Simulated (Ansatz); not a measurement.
# In2H in Ansatz: further runs

Aim: see how the results for In2H move with the level of theory and the settings. Levels: PBE, LDA, PBEsol. Tasks: single point.

Everything below comes from runs of Ansatz 0.2.0. Logs are shortened: lines on timing, memory, paths and dates and some standing lists are left out, and cuts for length are marked.

## Step 1: The structure

The cell holds a sheet with vacuum, 3 atoms: a = 4.956 Å, b = 4.956 Å, c = 25.487 Å, α = 90.00°, β = 90.00°, γ = 120.00°.

The cell was built by a generator and needn't be a form met in nature.

## Step 2: Single point, PBE

input.yaml reads:

```yaml
crystal:
  lattice:
    - [4.95568, 0.0, 0.0]
    - [-2.47784, 4.29174, 0.0]
    - [0.0, 0.0, 25.48707]
  atoms:
    - { symbol: In, position: [0.33333, 0.66667, 0.28867] }
    - { symbol: In, position: [0.66667, 0.33333, 0.28867] }
    - { symbol: H, position: [0.0, 0.0, 0.28892] }
kpoints:
  mp_grid: { grid: [6, 6, 1] }
scf:
  occupations: { method: fermi_dirac, width: 0.05 }
hamiltonian:
  xc: pbe
  pseudopotentials: { kind: all_electron, lapw: { basis_error: 0.002 } }
output:
  forces: true
  stress: true
  eigenvalues: true
```

Potentials or basis: all-electron LAPW, scalar-relativistic.

Started as:

```bash
$ ansatz run input.yaml --threads 4 --pin off --max-ram 14336MiB --backend cpu --events-out ev --progress --plain --runs-dir out
```

Output:

```text
Warning: the atoms were moved onto the symmetric positions of the space group found under crystal.symmetry.tolerance 1.0e-5 (fractional; no operation is sought that the atoms, as they stand in a round, miss by more than twice it, and no atom is moved by as much as it), and the run uses the moved positions. Before a round's move an operation carried an atom to 4.96e-5 Å from where it should land, the largest such distance. Atom 0 (counting from 0) moved farthest, by 2.86e-5 Å; the longest move in fractions of the cell, of whichever atom, is 0.47 of the tolerance, in 1 round. To run the atoms as typed, lower crystal.symmetry.tolerance until the operations that they miss are no longer found, or set crystal.symmetry.detect: false (a key that needs symmetry detection or time reversal refuses this as the deck is read). The positions used, in the order of the run's atom list: position: [0.3333333333333333, 0.6666666666666666, 0.28867]; position: [0.6666666666666666, 0.3333333333333333, 0.28867]; position: [0.0, 0.0, 0.28892]; The lattice was moved too: crystal.lattice keeps the space group found at crystal.symmetry.tolerance 1.0e-5 only nearly: the operation that it misses by the most changes a squared length by the fraction 1.93e-6. The run uses the lattice that is a stretch of the typed one, with no rotation, onto the one that keeps every operation to a double's rounding (on a very oblique basis the stretch itself rounds by more); the deck's lattice vector that moved farthest moved by 2.76e-6 Å. To run the lattice as typed, set crystal.symmetry.tolerance under 1.92e-6, the least fraction by which an operation that the lattice misses changes a squared length (the same key also sets how far an atom may lie from its image, so lowering it can lose operations that the atoms keep only within it), or set crystal.symmetry.detect: false, as for the atoms. crystal.lattice made exact, in Å and degrees: [[4.955677244292651, 0.0, 0.0], [-2.4778386221463253, 4.291742386513897, 0.0], [0.0, 0.0, 25.48707]]. Pasted over the deck's crystal.lattice, beside positions in fractional coordinates, it runs the same cell (given as lengths and angles, that cell in the form's own orientation, a rigid turn of the misfit's size from the one run here, for which a checkpoint.post_process_only pass over this run's state can be refused: where this run relaxes nothing, give such a pass this deck's own crystal.lattice, as typed; behind a relaxation, as crystal.lattice, the state's own cell, identity.cell in its checkpoint.json), and a matrix so pasted ends this notice, except on a very skew basis of the lattice, where the rounding of the pasted numbers themselves can read as a misfit: the cell is then moved again, and that move is told again. The lattice as run is in this notice's lattice.as_run_ang field (Run.prep()["deck_notices"] in Python, the deck_notice line of an events file, deck_notices of ansatz run --dry-run=json, or deck_notices in record.json in the deck's checkpoint.write directory).
Warning: RAYON_NUM_THREADS=4 ignored (pool sized by the plan → 4); use --threads N
LAPW: plane waves up to 7.722 Å⁻¹, error target 2.0e-3 eV per atom; small_component_spin mean_spin; H in spheres of 1.431 Å, 1 of its electrons in bands, Dirac shells []; In in spheres of 1.431 Å, 21 of its electrons in bands, Dirac shells [] (how accurate: hamiltonian.pseudopotentials.lapw.basis_error, Limitations)
Engine: ansatz 0.2.0, x86_64-unknown-linux-gnu
Pseudopotentials: kind: all_electron
Pseudopotential: In, LAPW, valence charge 21, lapw/all_electron/scalar/gaussian/In, Koelling and Harmon's equation, gaussian nucleus
Pseudopotential: H, LAPW, valence charge 1, lapw/all_electron/scalar/gaussian/H, Koelling and Harmon's equation, gaussian nucleus
Functional definition: PBE
  parameter kappa = 0.804
  parameter beta = 0.06672455060314922
  exchange = pbe_x(kappa = kappa, mu = beta*pi^2/3)
  correlation = pbe_c(beta = beta)
Crystal: 3 atoms, lattice volume = 542.071 Å³
Basis set: ecut = 227.19440246033358 eV, 4131 PW (Γ), exchange–correlation at level 2
Bands: 26, of which v1, the nominal top of the filled ones, is band 22 counted from 1 (21 counted from 0)
Symmetry: 12 space group operations
Space group: P6mm (ITA 183), of the structure as read, at distance tolerance 8.2e-5 Å
k-points: 7 of 36
Non-local potential: In, projectors of the file, none
Non-local potential: H, projectors of the file, none
[... 13 lines left out ...]
SCF iter   9: F=—  HF=-320105.230313 eV  |F-HF|=—  |Δ(HF+E_count)|=   4.68e-6  Δρ=5.02e-6  dr2=5.21e-7  ethr=3.95e-8  ⟨swp⟩=3.0  Hψ=539  notcnv=0
SCF iter  10: F=-320105.230313 eV  HF=-320105.230313 eV  |F-HF|=5.59e-9  |Δ(HF+E_count)|=   7.96e-8  Δρ=1.64e-6  dr2=5.34e-8  ethr=1.21e-9  ⟨swp⟩=3.0  Hψ=551  notcnv=0
SCF 1 converged in 10 iterations: F = -320105.230313 eV  dr2 = 5.34e-8
SCF converged after 10 iterations
Free energy (F): -320105.230313 eV
Harris-Foulkes:  -320105.230313 eV  (|F-HF|=5.59e-9)
Internal energy: -320105.211495 eV  (E = F + TS)
E sigma→0 (E₀):  -320105.220904 eV
Entropy (-TS):   -0.018819 eV (-6.273 meV/atom)
Fermi energy:    -2.219927 eV
--- Per-component energies (eV) ---
  E_band       = -1758.679766
  E_kinetic    = 335988.178578
  E_xc         = -8712.250133
  E_electrostatic = -647381.139940  (all electrons and nuclei)
  E_smearing   = -0.018819  (= −TS)
  E_closure    = 0.000000  (closes the sum)
  E_atoms      = -320099.340570  (free atoms, spherical and without spin; not in F)
  Σ components = -320105.230313   (vs F -320105.230313, Δ=0.00e0)
  Basis errors (estimates in eV, not in F): energy 6.0e-4 per atom: plane waves 5.6e-4 (3.5e-4 summed), levels above the bands 4.2e-36, relativity 4.7e-8, radial functions 3.7e-5, core shells 7.0e-8; eigenvalues (radial functions only) 2.3e-6; not estimated: angular momenta, meshes, grids; target (lapw.basis_error) 2.0e-3; muffin-tin radii H 1.431 Å, In 1.431 Å
--- Forces (eV/Å), atoms counted from 1 ---
  atom   1  In     0.00000000    -0.00000000     0.00081933
  atom   2  In     0.00000000     0.00000000     0.00081933
  atom   3  H     -0.00000000    -0.00000000    -0.00170046
  max |Σ_I F_I| component: 6.18e-5 eV/Å
--- Stress (GPa, compression-positive) ---
        0.094701      -0.000000      -0.000000
       -0.000000       0.094701      -0.000000
       -0.000000       0.000000       0.000287
  P = ⅓ Tr σ = 0.0632 GPa (0.632 kbar)
--- Band table (eV; the first three rows and the last of 7) ---
  k-point 0: bands = ["-117.7144", "-117.7112", "-76.2480", "-76.2441", "-76.1774", "-76.1774", "-76.1534", "-76.1534", "-17.0293", "-16.8941", "-16.8941", "-16.8831", "-16.8831", "-16.6349", "-16.6349", "-16.6260", "-16.6260", "-16.6078", "-9.5973", "-2.9127", "-2.2014", "-1.6905", "-1.2631", "-1.2631", "0.9300", "1.5637"]
  k-point 1: bands = ["-117.7142", "-117.7114", "-76.2478", "-76.2444", "-76.1777", "-76.1761", "-76.1547", "-76.1531", "-17.0295", "-16.9448", "-16.9354", "-16.9009", "-16.8831", "-16.6486", "-16.6282", "-16.6193", "-16.5565", "-16.5541", "-9.3722", "-3.6881", "-2.6856", "-2.5218", "-1.7338", "0.3975", "1.1511", "1.7850"]
  k-point 2: bands = ["-117.7137", "-117.7119", "-76.2472", "-76.2450", "-76.1783", "-76.1729", "-76.1579", "-76.1524", "-17.0617", "-17.0254", "-16.9704", "-16.9135", "-16.8562", "-16.6808", "-16.6330", "-16.6158", "-16.4645", "-16.4530", "-8.6995", "-5.7180", "-2.9528", "-2.3638", "-2.0423", "0.8352", "1.7759", "2.2105"]
  k-point 6: bands = ["-117.7128", "-117.7128", "-76.2461", "-76.2461", "-76.1793", "-76.1654", "-76.1654", "-76.1515", "-17.1532", "-16.9886", "-16.9886", "-16.9333", "-16.7694", "-16.7694", "-16.5981", "-16.5715", "-16.5715", "-16.3101", "-7.1529", "-7.1529", "-5.5352", "-0.6808", "-0.6808", "0.3491", "2.2171", "3.0898"]
```

Wall time 27 s (4 threads of Intel Xeon at 2.50GHz (Skylake/Cascade Lake), shared host); peak memory 1 GiB.

What came out:

```yaml
Free_energy: -320105.2303 eV
Band_gap_on_the_k_mesh: none (metal or under the smearing width)
Work_function: 3.93 eV
```

## Step 3: Single point, LDA

Changes to input.yaml since step 2:

```diff
@@ -14,3 +14,3 @@
 hamiltonian:
-  xc: pbe
+  xc: lda
   pseudopotentials: { kind: all_electron, lapw: { basis_error: 0.002 } }
```

Potentials or basis: all-electron LAPW, scalar-relativistic.

Started as:

```bash
$ ansatz run input.yaml --threads 4 --pin off --max-ram 14336MiB --backend cpu --events-out ev --progress --plain --runs-dir out
```

Wall time 23 s (4 threads of Intel Xeon at 2.50GHz (Skylake/Cascade Lake), shared host); peak memory 1 GiB.

The run converged. Its results:

| Item | Value |
| --- | --- |
| Free energy | -319823.5971 eV |
| Band gap on the k mesh | none (metal or under the smearing width) |
| Work function | 4.24 eV |

Stress tensor (GPa, compression positive):
```
-0.48  0.00  0.00
 0.00 -0.48  0.00
 0.00  0.00  0.00
```

Levels at points of the mesh, in eV from the Fermi level:
```csv
k point,band 18,band 19,band 20,band 21,band 22,band 23,band 24,band 25,band 26
"(0.00, 0.00, 0.00)",-14.26,-7.44,-0.70,0.12,0.38,0.93,0.93,3.35,3.95
"(0.00, -0.50, 0.00)",-14.07,-5.74,-4.84,-0.87,-0.43,0.82,2.07,5.25,5.27
```

## Step 4: Single point, PBEsol

Changes to input.yaml since step 3:

```diff
@@ -14,3 +14,3 @@
 hamiltonian:
-  xc: lda
+  xc: pbesol
   pseudopotentials: { kind: all_electron, lapw: { basis_error: 0.002 } }
```

Started as:

```bash
$ ansatz run input.yaml --threads 4 --pin off --max-ram 14336MiB --backend cpu --events-out ev --progress --plain --runs-dir out
```

It took 23 s on 4 threads of Intel Xeon at 2.50GHz (Skylake/Cascade Lake), shared host; peak memory 1 GiB.

It converged, with:

- Free energy: -319959.9384 eV
- Band gap on the k mesh: none (metal or under the smearing width)
- Work function: 4.02 eV

Stress tensor (GPa, compression positive):
```
-0.25  0.00  0.00
 0.00 -0.25  0.00
 0.00  0.00  0.00
```

Levels at points of the mesh, in eV from the Fermi level:
| k point | band 20 | band 21 | band 22 | band 23 | band 24 | band 25 |
| --- | --- | --- | --- | --- | --- | --- |
| (0.00, 0.00, 0.00) | -0.70 | 0.07 | 0.50 | 0.92 | 0.92 | 3.30 |
| (0.00, -0.50, 0.00) | -4.82 | -0.88 | -0.43 | 0.82 | 2.08 | 5.22 |

## Step 5: Summary

| level | gap on the mesh (eV) | work function (eV) |
| --- | --- | --- |
| PBE | none | 3.93 |
| LDA | none | 4.24 |
| PBEsol | none | 4.02 |

Alike in all rows: task single point; potentials or basis all-electron LAPW, scalar-relativistic; no spin polarisation; cell as given; k mesh 6 × 6 × 1; cutoff (eV) 227; smearing fermi-dirac 0.05 eV; basis error allowed 0.002 eV/atom.

Every run on the cell as given and a fine mesh finds a metal.

Compare energies only between runs with the same functional and basis.
